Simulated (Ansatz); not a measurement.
# HfO+ (sextet): the correlation ladder, def2-QZVPP

The task here is to estimate one member of a computed series from the others.

Computed with Ansatz 0.2.0, Gaussian basis. Level: def2-QZVPP, core rule «outside noble gas», up to 5 orbitals frozen.

The runs, in order: UHF; ROHF; CCSD(T) on UHF.

### The system

The geometry is a PBE0/def2-TZVP stationary point (not a proven minimum) of the parent state, kept for this charge and spin. No spin-orbit coupling is included. Elements past krypton take def2 core potentials.

2 atoms, charge 1, spin multiplicity 6.

Atoms are counted from 1 here; the program's logs count them from 0.

Bond lengths: Hf1–O2 1.996 Å.

The first run:

File in.yaml:

```yaml
crystal:
  periodic: [false, false, false]
  atoms:
    - {symbol: Hf, position_ang: [0.000000, 0.000000, 0.000000]}
    - {symbol: O, position_ang: [0.000000, 0.000000, 1.995600]}
basis:
  gaussian: {orbitals: "def2-QZVPP.json"}
total_charge: 1
magnetization: {spin_polarized: true, initial_magnetization: 5}
hamiltonian: {xc: hf}
output: {orbitals: {seedname: orbitals}}
```

Started as:

```
ansatz run in.yaml --threads 1 --pin off --events-out ev --progress --plain --max-ram 4096MiB --backend cpu
```

Among the steps run: UHF; ROHF; CCSD(T) on UHF.

One table of the session follows, with a row left open; its other results are not shown here.

It belongs to the step «Misses and costs». 

| method | from UCCSD(T) (meV) |
| --- | --- |
| ROHF | +5807.8 |
| UHF | ? |
| UMP2 | +668.6 |
| UCCSD | +127.6 |
| UCCSD(T) | 0 |

Estimate the missing values for UHF.

**Answer.** from UCCSD(T) (meV): +5499.6. In the column «from UCCSD(T) (meV)» it lies between UMP2 (+668.6) and ROHF (+5807.8).
